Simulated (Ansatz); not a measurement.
# Alloy of Ga2O3 and Al2O3 (45 of 48 Ga sites exchanged), 120 atoms

How does this alloy cell relax, and what gap do PBEsol and HSE06 give?

All numbers are computed with Ansatz 0.2.0 (PAW, plane waves).

## 1. Starting point

120 atoms (45 Al, 72 O, 3 Ga); a = 11.840 Å, b = 8.781 Å, c = 11.291 Å, α = 90.00°, β = 104.05°, γ = 90.00°. All atoms were shaken off their sites by about 0.02 Å along each axis.

Steps to follow: (2) PBEsol cell relaxation at the single k point (¼, ¼, ¼), on 1 × NVIDIA H100 80GB HBM3 with 4 threads of AMD EPYC 7R13; (3) HSE06 single point at the Γ point alone, on 1 × NVIDIA H100 80GB HBM3 with 4 threads of AMD EPYC 7R13.

## 2. PBEsol relaxation of the cell and the positions

Input file in.yaml:

```yaml
crystal:
  lattice:
    - [11.840415, 0.000000, -0.028051]
    - [0.000000, 8.780521, 0.000000]
    - [-2.714350, 0.000000, 10.960062]
  atoms:
    - { symbol: Al, position: [0.411332, 0.168277, 0.104114] }
    - { symbol: Al, position: [0.407684, 0.166166, 0.600249] }
    - { symbol: Al, position: [0.408160, 0.497912, 0.099831] }
    - { symbol: Al, position: [0.410181, 0.495105, 0.600450] }
    - { symbol: Al, position: [0.410220, 0.835469, 0.100649] }
    - { symbol: Al, position: [0.407134, 0.829077, 0.602115] }
    - { symbol: Al, position: [0.156494, 0.171016, 0.155958] }
    - { symbol: Al, position: [0.158971, 0.172403, 0.656613] }
    - { symbol: Al, position: [0.156636, 0.499472, 0.159234] }
    - { symbol: Al, position: [0.157068, 0.501862, 0.659002] }
    - { symbol: Al, position: [0.157411, 0.832621, 0.160889] }
    - { symbol: Al, position: [0.156534, 0.832024, 0.656190] }
    - { symbol: Al, position: [0.090261, 0.998116, 0.899498] }
    - { symbol: Al, position: [0.087618, 0.333540, 0.396435] }
    - { symbol: Al, position: [0.087420, 0.329114, 0.895855] }
    - { symbol: Al, position: [0.091652, 0.668747, 0.395707] }
    - { symbol: Al, position: [0.090063, 0.666588, 0.900710] }
    - { symbol: Al, position: [0.909942, 0.003627, 0.100625] }
    - { symbol: Al, position: [0.910527, 0.336392, 0.101971] }
    - { symbol: Al, position: [0.910381, 0.334800, 0.600892] }
    - { symbol: Al, position: [0.910994, 0.663387, 0.100103] }
    - { symbol: Al, position: [0.911999, 0.664645, 0.604082] }
    - { symbol: Al, position: [0.656984, 0.998876, 0.155599] }
    - { symbol: Al, position: [0.657590, 0.001301, 0.658242] }
    - { symbol: Al, position: [0.657785, 0.337360, 0.658388] }
    - { symbol: Al, position: [0.658310, 0.667740, 0.159121] }
    - { symbol: Al, position: [0.656828, 0.671108, 0.654627] }
    - { symbol: Al, position: [0.343904, 0.003717, 0.340559] }
    - { symbol: Al, position: [0.342465, 0.002348, 0.839772] }
    - { symbol: Al, position: [0.342638, 0.333327, 0.343129] }
    - { symbol: Al, position: [0.339927, 0.328807, 0.843296] }
    - { symbol: Al, position: [0.343327, 0.665838, 0.343259] }
    - { symbol: Al, position: [0.340820, 0.667549, 0.840084] }
    - { symbol: Al, position: [0.589883, 0.166908, 0.396320] }
    - { symbol: Al, position: [0.590038, 0.170422, 0.898921] }
    - { symbol: Al, position: [0.592992, 0.494622, 0.399984] }
    - { symbol: Al, position: [0.589707, 0.500760, 0.898183] }
    - { symbol: Al, position: [0.592286, 0.837598, 0.400733] }
    - { symbol: Al, position: [0.588760, 0.835669, 0.896584] }
    - { symbol: Al, position: [0.842850, 0.166991, 0.342705] }
    - { symbol: Al, position: [0.843203, 0.164968, 0.842597] }
    - { symbol: Al, position: [0.839831, 0.503622, 0.341656] }
    - { symbol: Al, position: [0.842666, 0.500106, 0.843222] }
    - { symbol: Al, position: [0.841883, 0.832093, 0.344189] }
    - { symbol: Al, position: [0.841990, 0.832558, 0.841468] }
    - { symbol: O, position: [0.337319, 0.167540, 0.444549] }
    - { symbol: O, position: [0.338550, 0.165493, 0.942641] }
    - { symbol: O, position: [0.338773, 0.497358, 0.444375] }
    - { symbol: O, position: [0.336971, 0.499222, 0.946419] }
    - { symbol: O, position: [0.340267, 0.833093, 0.444824] }
    - { symbol: O, position: [0.337479, 0.835182, 0.942696] }
    - { symbol: O, position: [0.327540, 0.165121, 0.219049] }
    - { symbol: O, position: [0.328007, 0.165851, 0.718527] }
    - { symbol: O, position: [0.329472, 0.501148, 0.215504] }
    - { symbol: O, position: [0.328555, 0.497865, 0.718259] }
    - { symbol: O, position: [0.327183, 0.833291, 0.218057] }
    - { symbol: O, position: [0.326467, 0.836703, 0.715443] }
    - { symbol: O, position: [0.002436, 0.165878, 0.368770] }
    - { symbol: O, position: [0.005835, 0.170185, 0.871975] }
    - { symbol: O, position: [0.006056, 0.499065, 0.372551] }
    - { symbol: O, position: [0.005618, 0.501517, 0.870504] }
    - { symbol: O, position: [0.004337, 0.833251, 0.372413] }
    - { symbol: O, position: [0.003918, 0.835329, 0.871184] }
    - { symbol: O, position: [0.162137, 0.996591, 0.055951] }
    - { symbol: O, position: [0.159077, 0.997693, 0.551221] }
    - { symbol: O, position: [0.161478, 0.331690, 0.053377] }
    - { symbol: O, position: [0.159336, 0.334978, 0.556019] }
    - { symbol: O, position: [0.161319, 0.667324, 0.054716] }
    - { symbol: O, position: [0.163370, 0.665739, 0.557097] }
    - { symbol: O, position: [0.835864, 0.001248, 0.442720] }
    - { symbol: O, position: [0.840204, 0.000041, 0.944538] }
    - { symbol: O, position: [0.838533, 0.333913, 0.443907] }
    - { symbol: O, position: [0.839116, 0.336685, 0.945286] }
    - { symbol: O, position: [0.836335, 0.665837, 0.443730] }
    - { symbol: O, position: [0.838197, 0.666961, 0.943647] }
    - { symbol: O, position: [0.168448, 0.999650, 0.279813] }
    - { symbol: O, position: [0.174384, 0.999300, 0.779344] }
    - { symbol: O, position: [0.171694, 0.335701, 0.283197] }
    - { symbol: O, position: [0.172424, 0.337617, 0.782516] }
    - { symbol: O, position: [0.175309, 0.664126, 0.282313] }
    - { symbol: O, position: [0.173422, 0.666810, 0.782883] }
    - { symbol: O, position: [0.825431, 0.995923, 0.215811] }
    - { symbol: O, position: [0.827909, 0.998365, 0.714898] }
    - { symbol: O, position: [0.827264, 0.331184, 0.216297] }
    - { symbol: O, position: [0.825874, 0.333479, 0.713391] }
    - { symbol: O, position: [0.826082, 0.669375, 0.217075] }
    - { symbol: O, position: [0.826800, 0.667945, 0.717611] }
    - { symbol: O, position: [0.495905, 0.000517, 0.131165] }
    - { symbol: O, position: [0.492470, 0.000547, 0.625697] }
    - { symbol: O, position: [0.493921, 0.330540, 0.126816] }
    - { symbol: O, position: [0.494877, 0.331088, 0.630002] }
    - { symbol: O, position: [0.496124, 0.667480, 0.127877] }
    - { symbol: O, position: [0.493762, 0.668062, 0.628542] }
    - { symbol: O, position: [0.504575, 0.997808, 0.370427] }
    - { symbol: O, position: [0.504684, 0.000685, 0.873182] }
    - { symbol: O, position: [0.506581, 0.334038, 0.371985] }
    - { symbol: O, position: [0.504337, 0.329728, 0.869983] }
    - { symbol: O, position: [0.503141, 0.667642, 0.370441] }
    - { symbol: O, position: [0.501789, 0.668023, 0.871690] }
    - { symbol: O, position: [0.662002, 0.167262, 0.054823] }
    - { symbol: O, position: [0.661888, 0.162518, 0.555549] }
    - { symbol: O, position: [0.661402, 0.500615, 0.056203] }
    - { symbol: O, position: [0.660429, 0.501721, 0.556130] }
    - { symbol: O, position: [0.660933, 0.833350, 0.054927] }
    - { symbol: O, position: [0.665168, 0.834086, 0.553914] }
    - { symbol: O, position: [0.674680, 0.164884, 0.285181] }
    - { symbol: O, position: [0.672792, 0.170563, 0.782058] }
    - { symbol: O, position: [0.673226, 0.497134, 0.283653] }
    - { symbol: O, position: [0.672376, 0.500537, 0.783161] }
    - { symbol: O, position: [0.671428, 0.832390, 0.279629] }
    - { symbol: O, position: [0.675915, 0.830762, 0.784652] }
    - { symbol: O, position: [0.997259, 0.164797, 0.127257] }
    - { symbol: O, position: [0.996285, 0.169275, 0.628444] }
    - { symbol: O, position: [0.994671, 0.498672, 0.126659] }
    - { symbol: O, position: [0.996337, 0.503592, 0.630127] }
    - { symbol: O, position: [0.993373, 0.836290, 0.129035] }
    - { symbol: O, position: [0.997255, 0.833160, 0.632277] }
    - { symbol: Ga, position: [0.092650, 0.997898, 0.397290] }
    - { symbol: Ga, position: [0.911353, 0.003721, 0.600653] }
    - { symbol: Ga, position: [0.655319, 0.336690, 0.160768] }
  symmetry: { detect: false }
kpoints:
  mp_grid: { grid: [1, 1, 1], shift: [0.25, 0.25, 0.25] }
hamiltonian:
  xc: pbesol
scf:
  occupations: { method: fermi_dirac, width: 0.01 }
relax:
  f_tol: 0.03
  max_steps: 80
  escape_saddle: false
  adjacent_minimum: "off"
  cell: { fix: [alpha, beta, gamma] }
output:
  forces: true
  eigenvalues: true
  populations: true
```

Run with:

```sh
> ansatz run in.yaml --threads 4 --pin off --max-ram 42750MiB --runs-dir r --events-out ev --progress --plain --backend cuda --devices 0, --max-vram 37GiB
```

Log:

```text
Pseudopotentials: kind: paw
Functional definition: PBEsol
  exchange = pbesol_x
  correlation = pbesol_c
Crystal: 120 atoms, lattice volume = 1138.794 Å³
Basis set: ecut = 420 eV, 22263 PW (Γ), exchange–correlation on 160×120×160 points (8 copies of the dense FFT grid, shifted against one another)
Bands: 423, of which v1, the nominal top of the filled ones, is band 303 counted from 1 (302 counted from 0)
Symmetry: 1 space group operations
k-points: 1
Non-local potential: Al, projectors of the file, l = 0: 2, l = 1: 2, l = 2: 1
Non-local potential: O, projectors of the file, l = 0: 2, l = 1: 2, l = 2: 1
Non-local potential: Ga, projectors of the file, l = 0: 2, l = 1: 2, l = 2: 3, l = 3: 1
PAW form: soft (Blöchl's): semilocal exchange-correlation on the pseudo side does not see the compensation charge
PAW frozen core: Al, regenerated for the run's functional, and the local potential with it (the file was generated under x = pbe(κ = 0.804, μ = 0.2195149727645171), c = pbe(β = 0.06672455060314922))
PAW frozen core: O, regenerated for the run's functional, and the local potential with it (the file was generated under x = pbe(κ = 0.804, μ = 0.2195149727645171), c = pbe(β = 0.06672455060314922))
PAW frozen core: Ga, regenerated for the run's functional, and the local potential with it (the file was generated under x = pbe(κ = 0.804, μ = 0.2195149727645171), c = pbe(β = 0.06672455060314922))
PAW one-centre angular grid: Al, 110 points (default); XC on 64 Gauss nodes
PAW one-centre angular grid: O, 110 points (default); XC on 64 Gauss nodes
PAW one-centre angular grid: Ga, 590 points (default); XC on 64 Gauss nodes
Initial density: superposition of atomic densities (neutral atoms: chi_scale 0, normalization atom), corrected by the library's trained network
Initial wavefunctions: pseudopotential atomic-orbital guess
Functional: x = pbesol(κ = 0.804, μ = 0.12345679012345678), c = pbesol(β = 0.046)
SCF iter   1: F=—  HF=-75387.816681 eV  |F-HF|=—  |Δ(HF+E_count)|=         —  Δρ=1.48e-2  dr2=1.97e0  ethr=1.77e-3  ⟨swp⟩=6.0  Hψ=1867  notcnv=0  defer=69
preconditioner: auto → Resta (q_TF=auto, 2.456 Å⁻¹)  ε∞=3.7  [insulator: Δε(μ)=5.002 eV  Ē_g=16.539 eV  σ=0.010 eV  W_gap=1.00  n_scr=296 (ndim 8)  ℏωp=27.1 eV  f_vac=0.000  D(μ)=0.00/eV (n_scr^D=0)  ε∞_Penn≈3.7]
SCF iter   2: F=—  HF=-75387.221389 eV  |F-HF|=—  |Δ(HF+E_count)|=   5.95e-1  Δρ=2.04e-3  dr2=2.51e-2  ethr=3.26e-4  ⟨swp⟩=2.0  Hψ=672  notcnv=0  defer=116
SCF iter   3: F=—  HF=-75387.223781 eV  |F-HF|=—  |Δ(HF+E_count)|=   2.39e-3  Δρ=1.09e-3  dr2=9.19e-3  ethr=4.14e-6  ⟨swp⟩=2.0  Hψ=527  notcnv=0  defer=116
SCF iter   4: F=—  HF=-75387.225107 eV  |F-HF|=—  |Δ(HF+E_count)|=   1.33e-3  Δρ=2.55e-4  dr2=5.65e-4  ethr=1.52e-6  ⟨swp⟩=2.0  Hψ=536  notcnv=0  defer=116
SCF iter   5: F=—  HF=-75387.223446 eV  |F-HF|=—  |Δ(HF+E_count)|=   1.66e-3  Δρ=7.52e-5  dr2=5.29e-5  ethr=9.33e-8  ⟨swp⟩=2.0  Hψ=603  notcnv=0  defer=116
SCF iter   6: F=—  HF=-75387.224350 eV  |F-HF|=—  |Δ(HF+E_count)|=   9.05e-4  Δρ=2.34e-5  dr2=5.59e-6  ethr=8.73e-9  ⟨swp⟩=2.0  Hψ=610  notcnv=0  defer=116
SCF iter   7: F=—  HF=-75387.224350 eV  |F-HF|=—  |Δ(HF+E_count)|=   7.38e-8  Δρ=1.04e-5  dr2=9.89e-7  ethr=9.22e-10  ⟨swp⟩=2.0  Hψ=603  notcnv=0  defer=116
SCF iter   8: F=-75387.224350 eV  HF=-75387.224350 eV  |F-HF|=3.67e-8  |Δ(HF+E_count)|=   2.05e-7  Δρ=2.79e-6  dr2=7.35e-8  ethr=1.65e-11  ⟨swp⟩=18.0  Hψ=2658  notcnv=0
SCF 1 converged in 8 iterations: F = -75387.224350 eV  dr2 = 7.35e-8
relax step   1: F+E_penalty+E_count = -75387.22434991 eV  Δ(F+E_penalty+E_count) = +0.000e0 eV  max|allowed force component| = 2.857e0 eV/Å  Δτ_max = 0.0000 Å  P = +0.815 GPa  Ω = 1138.794 Å³  fix = [alpha, beta, gamma]  reactions: alpha +0.224, beta -0.061, gamma -0.095 GPa/rad  (8 SCF iters, dr2 threshold 1.00e-7 eV, accepted)
[... 13 lines left out ...]
relax step   2: F+E_penalty+E_count = -75388.47178523 eV  Δ(F+E_penalty+E_count) = -1.247e0 eV  max|allowed force component| = 1.476e0 eV/Å  Δτ_max = 0.0535 Å  P = +0.181 GPa  Ω = 1139.953 Å³  energy of the carried Pulay correction = -5.976e-3 eV  fix = [alpha, beta, gamma]  reactions: alpha +0.179, beta +0.020, gamma -0.020 GPa/rad  (6 SCF iters, dr2 threshold 1.20e-5 eV, accepted)
[... 5 lines left out ...]
relax step   3: F+E_penalty+E_count = -75389.11860924 eV  Δ(F+E_penalty+E_count) = -6.468e-1 eV  max|allowed force component| = 9.657e-2 eV/Å  Δτ_max = 0.0612 Å  P = -0.104 GPa  Ω = 1139.558 Å³  energy of the carried Pulay correction = -3.942e-3 eV  fix = [alpha, beta, gamma]  reactions: alpha -0.006, beta +0.011, gamma +0.017 GPa/rad  (6 SCF iters, dr2 threshold 1.20e-5 eV, accepted)
[... 2 lines left out ...]
relax step   4: F+E_penalty+E_count = -75389.12675736 eV  Δ(F+E_penalty+E_count) = -8.148e-3 eV  max|allowed force component| = 2.768e-2 eV/Å  Δτ_max = 0.0142 Å  P = -0.008 GPa  Ω = 1138.904 Å³  energy of the carried Pulay correction = -5.669e-4 eV  fix = [alpha, beta, gamma]  reactions: alpha -0.004, beta +0.004, gamma +0.014 GPa/rad  (6 SCF iters, dr2 threshold 5.83e-7 eV, accepted)
[... 3 lines left out ...]
relax step   5: F+E_penalty+E_count = -75389.12727413 eV  Δ(F+E_penalty+E_count) = -5.168e-4 eV  max|allowed force component| = 2.776e-2 eV/Å  Δτ_max = 0.0000 Å  P = -0.007 GPa  Ω = 1138.904 Å³  fix = [alpha, beta, gamma]  reactions: alpha +0.002, beta +0.016, gamma +0.012 GPa/rad  stress off target by 5.01e-2 GPa on what of the cell is left free  SCF on the basis re-selected at this cell (its ene [...]
[... 12 lines left out ...]
relax step   6: F+E_penalty+E_count = -75389.12830509 eV  Δ(F+E_penalty+E_count) = -1.031e-3 eV  max|allowed force component| = 4.926e-3 eV/Å  Δτ_max = 0.0060 Å  P = -0.000 GPa  Ω = 1138.815 Å³  energy of the carried Pulay correction = +4.294e-4 eV  fix = [alpha, beta, gamma]  reactions: alpha +0.002, beta +0.032, gamma +0.013 GPa/rad  (7 SCF iters, dr2 threshold 6.27e-9 eV, accepted)
[... 8 lines left out ...]
relax step   7: F+E_penalty+E_count = -75389.12738238 eV  Δ(F+E_penalty+E_count) = +9.227e-4 eV  max|allowed force component| = 4.928e-3 eV/Å  Δτ_max = 0.0000 Å  P = -0.000 GPa  Ω = 1138.815 Å³  fix = [alpha, beta, gamma]  reactions: alpha +0.002, beta +0.032, gamma +0.012 GPa/rad  stress off target by 6.51e-3 GPa on what of the cell is left free  SCF on the basis re-selected at this cell (its ene [...]
SCF converged after 5 iterations
Free energy (F): -75389.127382 eV
Harris-Foulkes:  -75389.127382 eV  (|F-HF|=2.04e-10)
Internal energy: -75389.127382 eV  (E = F + TS)
E sigma→0 (E₀):  -75389.127382 eV
Fermi energy:    9.283472 eV
--- Per-component energies (eV) ---
  E_band       = -74.338914
  E_kinetic    = 14321.931236
  E_local      = -33138.333764  (includes V_loc(G=0)·N_el)
  E_nonlocal   = 5211.948406
  E_hartree    = 12967.072778
  E_xc         = -7313.694702
  E_vxc        = -8339.069472  (∫ρ·V_xc dr)
  E_paw        = -37355.135574  (= ΣΔE_a)
  E_vpaw       = -4065.141120  (= ΣTr[D̂ρ^β])
  E_aug_tail   = 0.179891  (compensation charges beyond the density's cutoff)
  E_ewald      = -30089.086572
  E_core_change = 5.990919  (= ΣΔE_core)
  E_smearing   = -0.000000  (= −TS)
  E_closure    = -0.000000  (closes the sum)
  Σ components = -75389.127382   (vs F -75389.127382, Δ=0.00e0)
--- Forces (eV/Å), atoms counted from 1 ---
  atom   1  Al    -0.00096582     0.00210887    -0.00010574
  atom   2  Al    -0.00056676     0.00165784    -0.00155237
[... 7 atoms left out ...]
  atom  10  Al    -0.00492751    -0.00082748    -0.00008325
[... 12 atoms left out ...]
  atom  23  Al    -0.00143268     0.00127483     0.00350629
[... 1 atom left out ...]
  atom  25  Al     0.00284728     0.00211800    -0.00203963
  atom  26  Al    -0.00074882    -0.00262391     0.00262923
  atom  27  Al     0.00360615    -0.00209617    -0.00210002
[... 13 atoms left out ...]
  atom  41  Al     0.00263084     0.00209008    -0.00156732
[... 1 atom left out ...]
  atom  43  Al     0.00366010     0.00000095    -0.00099973
  atom  44  Al    -0.00117882    -0.00172778     0.00305265
[... 76 atoms left out ...]
  max |Σ_I F_I| component: 3.90e-5 eV/Å
--- Stress (GPa, compression-positive) ---
        0.013736      -0.012014      -0.028899
       -0.012014      -0.004544      -0.001678
       -0.028903      -0.001678      -0.010104
  P = ⅓ Tr σ = -0.0003 GPa (-0.003 kbar)
--- Band table (eV) ---
  k-point 0: bands = [... 291 lower levels ..., "6.2003", "6.2133", "6.3882", "6.4052", "6.4367", "6.4738", "6.5139", "6.5431", "6.5663", "6.5917", "6.6021", "6.7670", "11.7999", "12.4430", "12.6118", "13.0725", "13.1858", "13.3893", "13.5946", "13.7197", "13.7487", "13.7771", "13.8527", "13.9021", ... 108 higher levels ...]
--- Relaxed structure (5 steps of the walk, 5 accepted, 2 SCFs on fresh bases) ---
  F+E_penalty+E_count = -75389.12738238 eV   max|allowed force component| = 4.928e-3 eV/Å   (the final SCF, on the basis selected at the relaxed cell)
  cell:  # Å, volume = 1138.8146 Å³
    - [11.842219757512026, -1.2614752062423675e-113, -0.02794762547631751]
    - [-9.26675592373127e-114, 8.778638897231417, 3.714161895183073e-113]
    - [-2.714666030721407, 4.9225742462664776e-113, 10.960911077386893]
  atoms:
    - { symbol: Al, position: [0.4074178674020364, 0.16552853755297436, 0.10081487090083016] }
    - { symbol: Al, position: [0.4087343114593585, 0.16697754151789115, 0.6013442918756586] }
[... 118 atoms left out; the next input holds them all, rounded ...]
--- Löwdin populations: 120 sites ---
  site symbol       q [e]
     0     Al      1.6644
     1     Al      1.6667
[... 118 atoms left out ...]
  spilling = 0.007532 (of n_electrons = 606.000000)
```

Wall time 14 s (1 × NVIDIA H100 80GB HBM3 with 4 threads of AMD EPYC 7R13, shared host); peak host memory 1.6 GiB.

Recorded steps of the relaxation (solves on a freshly chosen basis count as rows, and their energies jump a little):

| accepted step | energy change (eV) | largest force component (eV/Å) | SCF cycles | pressure (GPa) |
| --- | --- | --- | --- | --- |
| 1 | 0.000 | 2.857 | 8 | 0.81 |
| 2 | -1.247 | 1.476 | 6 | 0.18 |
| 3 | -1.894 | 0.097 | 6 | -0.10 |
| 4 | -1.902 | 0.028 | 6 | -0.01 |
| 5 | -1.903 | 0.028 | 6 | -0.01 |
| 6 | -1.904 | 0.005 | 7 | 0.00 |
| 7 | -1.903 | 0.005 | 5 | 0.00 |

Largest shifts, less the median shift:

```csv
atom,shift (Å),dx,dy,dz
O65,0.112,0.053,0.024,0.095
O83,0.087,-0.058,0.017,0.062
O76,0.085,0.085,0.004,-0.010
O102,0.081,0.025,0.057,-0.052
O108,0.076,0.004,0.075,0.007
Ga120,0.072,0.029,-0.023,-0.062
O100,0.070,0.009,-0.059,-0.036
O58,0.069,-0.012,0.061,0.029
```

|  | before | after | change |
| --- | --- | --- | --- |
| a (Å) | 11.840 | 11.842 | +0.02 % |
| b (Å) | 8.781 | 8.779 | -0.02 % |
| c (Å) | 11.291 | 11.292 | +0.01 % |
| volume (Å³/atom) | 9.490 | 9.490 | +0.00 % |

Bonds in the relaxed cell, counted within a distance cut:

```csv
pair,count,mean (Å),spread (Å),least,most
Al–O,226,1.868,0.089,1.755,2.015
Ga–O,14,1.901,0.087,1.821,2.072
```

At the single k point (¼, ¼, ¼) the filled levels end at 6.767 eV and the empty ones begin at 11.800 eV, a spacing of 5.03 eV.

(Part 1 of 2 ends here.)
